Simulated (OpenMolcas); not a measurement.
# Zr²⁺ among point charges: CASSCF levels and susceptibility

Aim: the splitting of the states of Zr²⁺ in the field of 5 point charges, its lowest levels with spin-orbit coupling and its magnetic susceptibility.

The numbers are computed with OpenMolcas 26.06 (state-averaged CASSCF, spin-orbit coupling by RASSI with atomic mean-field integrals), except any that are marked as measured or tabulated.

1 further run of the same task is left out (it didn't finish).

### 1 Starting point

- Species: Zr²⁺ (zirconium, Z = 40, 38 electrons)
- Basis: ANO-RCC-VDZP [6s5p3d1f], 43 functions
- Scalar Hamiltonian: DKH2, point nucleus
- Inactive shells: 1s 2s 2p 3s 3p 3d 4s 4p
- Active space: 2 electrons in 5 orbitals (4d)
- Some configurations of this space: 4d²
- Orbitals: optimised for each spin and parity, averaged over all roots

Outer shells as boxes (Hund's rule):

4d2
```
4d [↑ ][↑ ][  ][  ][  ]
```

The ion sits among 5 point charges of -2 e arranged as a trigonal bipyramid (D3h), 2.09 Å from the ion, with the axial distance 1.797 Å. The active orbitals were held to one l.

The work runs as a chain of OpenMolcas steps in one folder; each step below is one input file. Labels, J, g values, rates, χT and fits are worked out afterwards by a script from the matrices that RASSI stores.

### 2 One- and two-electron integrals

a.inp reads:

```
&GATEWAY
Coord
1

Zr 0.0 0.0 0.0
Basis=ANO-RCC-VDZP
Group=NoSym
NoMove
AngMom=0.0 0.0 0.0
AMFI
XField
5 Angstrom 0
2.090000 0.000000 0.000000 -2.000000
-1.045000 1.809993 0.000000 -2.000000
-1.045000 -1.809993 0.000000 -2.000000
0.000000 0.000000 1.797400 -2.000000
0.000000 0.000000 -1.797400 -2.000000
&SEWARD
```

Command:

```bash
OMP_NUM_THREADS=1 MOLCAS_MEM=1689 MOLCAS_PROJECT=a pymolcas a.inp > a.log
```

Standard output:

```text
Basis set label: ZR.ANO-RCC...6S5P3D1F.

      Electronic valence basis set:
      ------------------
      Associated Effective Charge  40.000000 au
      Associated Actual Charge     40.000000 au
      Nuclear Model: Point charge

      Shell  nPrim  nBasis  Cartesian Spherical Contaminant
         s      21       6        X
         p      18       5        X
         d      13       3                 X
         f       6       1                 X
                  Relativistic Douglas-Kroll-Hess integrals:
                    - DKH order of Hamiltonian: 2
                    - DKH order of Properties : 0
                  Atomic mean-field integrals
```

### 3 Reference wave functions, triplets, 10 roots

a.inp reads:

```
&RASSCF
FileOrb=start.orb
Symmetry=1
Spin=3
nActEl=2 0 0
Inactive=18
Ras2=5
CIRoot=10 10 1
SDav=10
CIMx=300
Iter=120 100
PrWF=0.3
OrbListing=Nothing
MaxOrb=0
SupSym
1
15 10 11 12 13 14 19 20 21 22 23 32 33 34 35 36
>>> COPY $Project.JobIph JOB001
```

start.orb holds the contracted functions of the basis, ordered by shell, or the orbitals of the step before.

Standard output:

```text
Wave function specifications:
      -----------------------------

      Number of closed shell electrons          36
      Number of electrons in active shells       2
      Max number of holes in RAS1 space          0
      Max nr of electrons in RAS3 space          0
      Number of inactive orbitals               18
      Number of active orbitals                  5
      Number of secondary orbitals              20
      Spin quantum number                      1.0
      State symmetry                             1
Orbital specifications:
      -----------------------

      Symmetry species                           1
                                                 a
      Frozen orbitals                            0
      Inactive orbitals                         18
      Active orbitals                            5
      RAS1 orbitals                              0
      RAS2 orbitals                              5
      RAS3 orbitals                              0
      Secondary orbitals                        20
      Deleted orbitals                           0
      Number of basis functions                 43
      Number of CSFs                            10
      Number of root(s) required                10
      Iter CI   SX   CI       RASSCF       Energy    max ROT     max BLB   max BLB  Level Ln srch  Step   QN
          iter iter root      energy       change     param      element    value   shift minimum  type update
 Nr of preliminary CI iterations:   1
      Total energies have been shifted. Add                -3000.00 au
        1   1    7    0  -600.61568048    0.00E+00   1.38E-01*  18  40 1 -1.82E-01*  0.19   0.00    SX    NO
        2   1    7    0  -600.64475254   -2.91E-02* -5.28E-02   18  31 1 -2.92E-02*  0.14   0.00    SX    NO
        3   1    6    0  -600.64787297   -3.12E-03*  2.08E-02   18  28 1  7.18E-03*  0.12   0.00    SX    NO
        4   1    6    0  -600.64821614   -3.43E-04*  7.73E-03   18  28 1  2.15E-03*  0.12   0.00    SX    NO
        5   1    5    0  -600.64825545   -3.93E-05*  3.94E-03   21  34 1  7.37E-04*  0.12   1.52    LS   YES
        6   1    5    0  -600.64826060   -5.15E-06* -2.87E-04   18  40 1  3.26E-04*  0.12   1.01    QN   YES
        7   1    5    0  -600.64826070   -9.62E-08*  1.30E-04   18  40 1  6.22E-05   0.12   1.35    QN   YES
        8   1    4    0  -600.64826071   -8.80E-09   3.48E-06   18  40 1 -1.29E-05   0.12   0.99    QN   YES
      Convergence after  8 iterations
        9   1    4    0  -600.64826071   -1.15E-10   3.48E-06   18  40 1 -3.15E-06   0.12   0.99    QN   YES
      Natural orbitals and occupation numbers for root  1
      sym 1:   0.082639   0.917361   0.082639   0.917361  -0.000000
      Natural orbitals and occupation numbers for root  2
      sym 1:   0.500000   0.500000  -0.000000   0.500000   0.500000
      Natural orbitals and occupation numbers for root  3
      sym 1:   0.500000   0.500000   0.000000   0.500000   0.500000
::    RASSCF root number  1 Total energy:  -3600.74283212
::    RASSCF root number  2 Total energy:  -3600.73745886
::    RASSCF root number  3 Total energy:  -3600.73745886
::    RASSCF root number  4 Total energy:  -3600.72526819
::    RASSCF root number  5 Total energy:  -3600.72526819
::    RASSCF root number  6 Total energy:  -3600.69335358
::    RASSCF root number  7 Total energy:  -3600.53326896
::    RASSCF root number  8 Total energy:  -3600.53326894
::    RASSCF root number  9 Total energy:  -3600.52721467
::    RASSCF root number 10 Total energy:  -3600.52721467
```

### 4 Reference wave functions, singlets, 15 roots

a.inp reads:

```
&RASSCF
FileOrb=start.orb
Symmetry=1
Spin=1
nActEl=2 0 0
Inactive=18
Ras2=5
CIRoot=15 15 1
SDav=15
CIMx=300
Iter=120 100
PrWF=0.3
OrbListing=Nothing
MaxOrb=0
SupSym
1
15 10 11 12 13 14 19 20 21 22 23 32 33 34 35 36
>>> COPY $Project.JobIph JOB002
```

Command:

```bash
OMP_NUM_THREADS=1 MOLCAS_MEM=1689 MOLCAS_PROJECT=a pymolcas a.inp > a.log
```

Standard output:

```text
Wave function specifications:
      -----------------------------

      Number of closed shell electrons          36
      Number of electrons in active shells       2
      Max number of holes in RAS1 space          0
      Max nr of electrons in RAS3 space          0
      Number of inactive orbitals               18
      Number of active orbitals                  5
      Number of secondary orbitals              20
      Spin quantum number                      0.0
      State symmetry                             1
Orbital specifications:
      -----------------------

      Symmetry species                           1
                                                 a
      Frozen orbitals                            0
      Inactive orbitals                         18
      Active orbitals                            5
      RAS1 orbitals                              0
      RAS2 orbitals                              5
      RAS3 orbitals                              0
      Secondary orbitals                        20
      Deleted orbitals                           0
      Number of basis functions                 43
      Number of CSFs                            15
      Number of root(s) required                15
      Iter CI   SX   CI       RASSCF       Energy    max ROT     max BLB   max BLB  Level Ln srch  Step   QN
          iter iter root      energy       change     param      element    value   shift minimum  type update
 Nr of preliminary CI iterations:   1
      Total energies have been shifted. Add                -3000.00 au
        1   1    4    0  -600.61072075    0.00E+00  -1.44E-02   21  34 1 -4.03E-03*  0.08   0.00    SX    NO
        2   1    6    0  -600.61103248   -3.12E-04*  4.27E-03   17  30 1 -4.23E-03*  0.08   0.00    SX    NO
        3   1    5    0  -600.61106792   -3.54E-05*  2.20E-03   13  35 1  6.49E-04*  0.08   0.00    SX    NO
        4   1    5    0  -600.61107285   -4.93E-06*  6.97E-04   16  29 1 -4.63E-04*  0.08   0.00    SX    NO
        5   1    5    0  -600.61107357   -7.15E-07*  5.31E-04   21  34 1 -9.39E-05   0.08   1.26    QN   YES
        6   1    3    0  -600.61107369   -1.24E-07*  9.48E-06   10  32 1 -6.51E-06   0.08   0.98    QN   YES
        7   1    3    0  -600.61107369   -1.65E-10   1.32E-06   18  28 1 -1.20E-06   0.08   1.08    QN   YES
      Convergence after  7 iterations
        8   1    3    0  -600.61107369   -4.55E-13   1.32E-06   18  28 1 -2.35E-07   0.08   1.08    QN   YES
      Natural orbitals and occupation numbers for root  1
      sym 1:   0.001290   0.000000   0.001290   0.998710   0.998710
      Natural orbitals and occupation numbers for root  2
      sym 1:   0.001290  -0.000000   0.001290   0.998710   0.998710
      Natural orbitals and occupation numbers for root  3
      sym 1:   0.500403   0.500403  -0.000000   0.499597   0.499597
::    RASSCF root number  1 Total energy:  -3600.70909334
::    RASSCF root number  2 Total energy:  -3600.70909334
::    RASSCF root number  3 Total energy:  -3600.70623971
::    RASSCF root number  4 Total energy:  -3600.70623971
::    RASSCF root number  5 Total energy:  -3600.70201367
::    RASSCF root number  6 Total energy:  -3600.69255538
::    RASSCF root number  7 Total energy:  -3600.69255538
::    RASSCF root number  8 Total energy:  -3600.67903646
::    RASSCF root number  9 Total energy:  -3600.67903646
::    RASSCF root number 10 Total energy:  -3600.64037039
::    RASSCF root number 11 Total energy:  -3600.50552130
::    RASSCF root number 12 Total energy:  -3600.50552130
::    RASSCF root number 13 Total energy:  -3600.49251308
::    RASSCF root number 14 Total energy:  -3600.49251307
::    RASSCF root number 15 Total energy:  -3600.25380276
```

### 5 RASSI: spin-orbit coupling between the states

a.inp reads:

```
&RASSI
NrOfJobIphs=2 10 15
1 2 3 4 5 6 7 8 9 10
1 2 3 4 5 6 7 8 9 10 11 12 13 14 15
IphNames
JOB001
JOB002
EJob
SpinOrbit
DIPRint=1.0
SOCoupling=1000.0
Subsets=2
Property=9
'ANGMOM' 1 'ANGMOM' 2 'ANGMOM' 3 'MLTPL  1' 1 'MLTPL  1' 2 'MLTPL  1' 3
'AMFI' 1 'AMFI' 2 'AMFI' 3
SOProperty=3
'ANGMOM' 1 'ANGMOM' 2 'ANGMOM' 3
```

Command:

```bash
OMP_NUM_THREADS=1 MOLCAS_MEM=1689 MOLCAS_PROJECT=a pymolcas a.inp > a.log
```

Standard output:

```text
SPIN-FREE ENERGIES:
  (Shifted by EMIN (a.u.) =      -3600.7428321227)

 SF State       Relative EMIN(au)   Rel lowest level(eV)    D:o, cm**(-1)      L_eff

     1             0.0000000000        0.0000000000              0.0000         2.8
     2             0.0053732579        0.1462137964           1179.2938         2.9
     3             0.0053732579        0.1462137964           1179.2938         2.9
     4             0.0175639332        0.4779389699           3854.8378         2.4
     5             0.0175639332        0.4779389699           3854.8378         2.4
    11             0.0337387868        0.9180791584           7404.8078         3.1
    12             0.0337387868        0.9180791584           7404.8078         3.1
    13             0.0365924104        0.9957302131           8031.1058         2.3
    14             0.0365924104        0.9957302131           8031.1058         2.3
    15             0.0408184483        1.1107265624           8958.6139         2.8
     6             0.0494785381        1.3463796121          10859.2839         1.1
    16             0.0502767397        1.3680997841          11034.4689         3.9
    17             0.0502767397        1.3680997841          11034.4689         3.9
    18             0.0637956636        1.7359684422          14001.5297         4.0
    19             0.0637956636        1.7359684422          14001.5297         4.0
    20             0.1024617297        2.7881257011          22487.7503         1.3
     7             0.2095631663        5.7025042616          45993.7987         2.9
     8             0.2095631783        5.7025045885          45993.8013         2.9
     9             0.2156174477        5.8672496513          47322.5599         1.7
    10             0.2156174486        5.8672496746          47322.5600         1.7
    21             0.2373108245        6.4575565046          52083.7057         3.6
    22             0.2373108256        6.4575565360          52083.7060         3.6
    23             0.2503190437        6.8115281831          54938.6798         3.0
    24             0.2503190563        6.8115285258          54938.6826         3.0
    25             0.4890293655       13.3071669495         107329.5397         2.7
     Dipole printing threshold changed to   1.00000000E+00

++ Dipole transition strengths (spin-free states):
   -----------------------------------------------
     for osc. strength at least  1.00000000E+00

  ( Max oscillator strength is only    1.1788537540017655E-035 )
--
Eigenvalues of complex Hamiltonian:
   -----------------------------------
  (Shifted by EMIN (a.u.) =      -3600.7428321227)

 SO State       Relative EMIN(au)   Rel lowest level(eV)    D:o, cm**(-1)     J-value

     1            -0.0001600868        0.0000000000              0.0000         3.0
     2            -0.0000782024        0.0022281882             17.9715         2.9
     3            -0.0000782024        0.0022281882             17.9716         2.9
     4             0.0036188206        0.1028293080            829.3743         1.4
     5             0.0036188206        0.1028293078            829.3743         1.4
     6             0.0053509669        0.1499634111           1209.5365         1.7
     7             0.0053509669        0.1499634111           1209.5365         1.7
     8             0.0070593331        0.1964504237           1584.4795         1.5
     9             0.0070593331        0.1964504237           1584.4795         1.5
    10             0.0167048263        0.4589176623           3701.4206         2.4
    11             0.0167896985        0.4612271525           3720.0479         2.5
    12             0.0174689769        0.4797112615           3869.1323         2.6
    13             0.0174689769        0.4797112616           3869.1323         2.6
    14             0.0184088023        0.5052852130           4075.4001         2.4
    15             0.0184088023        0.5052852134           4075.4001         2.4
    16             0.0337615518        0.9230548078           7444.9391         2.5
    17             0.0337615518        0.9230548079           7444.9391         2.5
    18             0.0366637537        1.0020277448           8081.8988         2.1
    19             0.0366637537        1.0020277447           8081.8988         2.1
    20             0.0406588211        1.1107390682           8958.7148         2.8
    21             0.0495516559        1.3527254314          10910.4664         1.4
    22             0.0495516559        1.3527254314          10910.4664         1.4
    23             0.0495901134        1.3537719128          10918.9068         1.7
    24             0.0502831172        1.3726295066          11071.0036         2.8
    25             0.0502831172        1.3726295066          11071.0036         2.8
    26             0.0638137582        1.7408170050          14040.6360         1.5
    27             0.0638137582        1.7408170050          14040.6360         1.5
    28             0.1025539866        2.7949923235          22543.1334         1.3
    29             0.2082279171        5.6705264622          45735.8803         2.3
    30             0.2082279171        5.6705264621          45735.8803         2.3
    31             0.2094754702        5.7044741122          46009.6866         2.5
    32             0.2094754821        5.7044744351          46009.6892         2.5
    33             0.2108623169        5.7422121322          46314.0642         2.4
    34             0.2108623169        5.7422121322          46314.0642         2.4
    35             0.2151933240        5.8600648402          47264.6104         1.7
    36             0.2152032255        5.8603342744          47266.7836         1.8
    37             0.2156673879        5.8729647758          47368.6554         2.1
    38             0.2156673888        5.8729647990          47368.6556         2.1
    39             0.2161065925        5.8849161404          47465.0497         1.9
    40             0.2161065926        5.8849161436          47465.0497         1.9
    41             0.2373416060        6.4627502960          52125.5965         3.4
Weights of the five most important spin-orbit-free states for each spin-orbit state.

 SO State  Total energy (au)           Spin-free states, spin, and weights
 -------------------------------------------------------------------------------------------------------
    1        -0.000160       1 1.0  0.9921    4 1.0  0.0036    5 1.0  0.0036   15 0.0  0.0007    9 1.0  0.0000
    2        -0.000078       1 1.0  0.9962    4 1.0  0.0034   14 0.0  0.0003    9 1.0  0.0000   22 0.0  0.0000
    3        -0.000078       1 1.0  0.9962    5 1.0  0.0034   13 0.0  0.0003   10 1.0  0.0000   21 0.0  0.0000
    4         0.003619       3 1.0  0.4993    2 1.0  0.4993   11 0.0  0.0013    8 1.0  0.0000   23 0.0  0.0000
    5         0.003619       2 1.0  0.4993    3 1.0  0.4993   12 0.0  0.0013    7 1.0  0.0000   24 0.0  0.0000
    6         0.005351       3 1.0  0.9996   16 0.0  0.0003    7 1.0  0.0000    8 1.0  0.0000   17 0.0  0.0000
    7         0.005351       2 1.0  0.9996   17 0.0  0.0003    7 1.0  0.0000    8 1.0  0.0000   16 0.0  0.0000
    8         0.007059       3 1.0  0.4998    2 1.0  0.4998   19 0.0  0.0002   18 0.0  0.0002    4 1.0  0.0000
    9         0.007059       2 1.0  0.4998    3 1.0  0.4998   18 0.0  0.0002   19 0.0  0.0002    4 1.0  0.0000
   10         0.016705       4 1.0  0.5000    5 1.0  0.5000    9 1.0  0.0000   10 1.0  0.0000    3 1.0  0.0000
   11         0.016790       5 1.0  0.4961    4 1.0  0.4961    1 1.0  0.0071    6 1.0  0.0004   20 0.0  0.0003
   12         0.017469       5 1.0  0.9891   13 0.0  0.0071    1 1.0  0.0036    6 1.0  0.0001    8 1.0  0.0000
```

These steps: 4.7 s of run time, 1 thread of Arm Neoverse V2, shared host.

Spin-free states, with their symmetry labels:

```csv
state,degeneracy,E (cm-1),free-ion L (%)
3A2,1,0,F (96)
triplet,2,1179,F (100)
3E,2,3855,F (69)
1E,2,7405,G (54)
1E,2,8031,D (86)
1A1,1,8959,D (55)
3A2,1,10859,P (96)
singlet,2,11034,G (100)
1E,2,14002,G (100)
1A1,1,22488,S (71)
3E,2,45994,F (100)
3E,2,47323,P (69)
1E,2,52084,G (86)
1E,2,54939,D (54)
1A1,1,107330,G (46)
```

With spin-orbit coupling:

| E (cm-1) | Degeneracy | Label | 2S+1 | g |
| --- | --- | --- | --- | --- |
| 0.0 | 1 | A1 | 3 |  |
| 18.0 | 2 | E | 3 | 0.00 0.00 4.00 |
| 829.4 | 2 | E | 3 | 0.00 0.00 2.00 |
| 1210 | 2 |  | 3 | 0.00 0.00 6.00 |
| 1584 | 2 | E | 3 | 0.00 0.00 10.00 |
| 3701 | 1 | A2 | 3 |  |
| 3720 | 1 | A1 | 3 |  |
| 3869 | 2 | E | 3 | 0.00 0.00 2.01 |
| 4075 | 2 | E | 3 | 0.00 0.00 6.00 |
| 7445 | 2 | E | 1 | 0.00 0.00 4.00 |
| 8082 | 2 | E | 1 | 0.00 0.00 2.01 |
| 8959 | 1 | A1 | 1 |  |
| 10910 | 2 | E | 3 | 0.00 0.00 3.99 |
| 10919 | 1 | A1 | 3 |  |
| 11071 | 2 |  | 1 | 0.00 0.00 6.00 |
| 14041 | 2 | E | 1 | 0.00 0.00 8.00 |
| 22543 | 1 | A1 | 1 |  |
| 45736 | 2 | E | 3 | 0.00 0.00 0.01 |
| 46010 | 2 | E | 3 | 0.00 0.00 4.02 |
| 46314 | 2 |  | 3 | 0.00 0.00 8.00 |
| 47265 | 1 | A2 | 3 |  |
| 47267 | 1 | A1 | 3 |  |
| 47369 | 2 | E | 3 | 0.00 0.00 1.99 |
| 47465 | 2 | E | 3 | 0.00 0.00 5.98 |

Labels of spin-orbit levels are those of the rotation subgroup (D3 for D3h). Principal g values are given for doublets only; a zero marks a field direction without first-order Zeeman splitting.

Powder χT (cm³ K/mol): 0.12 at 2 K, 0.30 at 5 K, 0.55 at 10 K, 0.75 at 20 K, 0.84 at 50 K, 0.87 at 100 K, 0.89 at 150 K, 0.91 at 200 K, 0.93 at 250 K, 0.94 at 300 K.

Orbitals of the lowest block (energies include the constant potential of the surroundings):

| shell | space | energy (hartree) | mean occupation | ⟨r²⟩ (bohr²) |
| --- | --- | --- | --- | --- |
| 1s | inactive | -662.8667 | 2.000 | 0.00182 |
| 2s | inactive | -92.7489 | 2.000 | 0.0310 |
| 2p | inactive | -82.3013 | 6.000 | 0.0245 |
| 3s | inactive | -14.6433 | 2.000 | 0.238 |
| 3p | inactive | -11.1331 | 6.000 | 0.246 |
| 3d | inactive | -5.3524 | 10.000 | 0.245 |
| 4s | inactive | -0.4334 | 2.000 | 1.68 |
| 4p | inactive | 0.5803 | 6.000 | 2.12 |
| 4d | RAS2 |  | 2.000 | 7.19 |

### 6 Summary of results

```
                                            quantity                            value
                                              method                           CASSCF
                              spin-free ground state  3A2, 1-fold in its orbital part
first state of the same spin within the active space             triplet at 1180 cm⁻¹
                                        lowest level                        1-fold A1
                                          next level                        18.0 cm⁻¹
                                         χT at 300 K                   0.94 cm³ K/mol
                           effective moment at 300 K                          2.75 μB
```

In words: The spin-free ground state (3A2) comes to 96 % from free-ion F terms and keeps the highest spin of the shell. χT at 300 K is 0.94, against 1.00 cm³ K/mol for the spin alone; near agreement at one temperature doesn't show that the orbital moment is quenched. The field of point charges can differ much from that of real complexes. This is an electrostatic model: the charges have no orbitals.
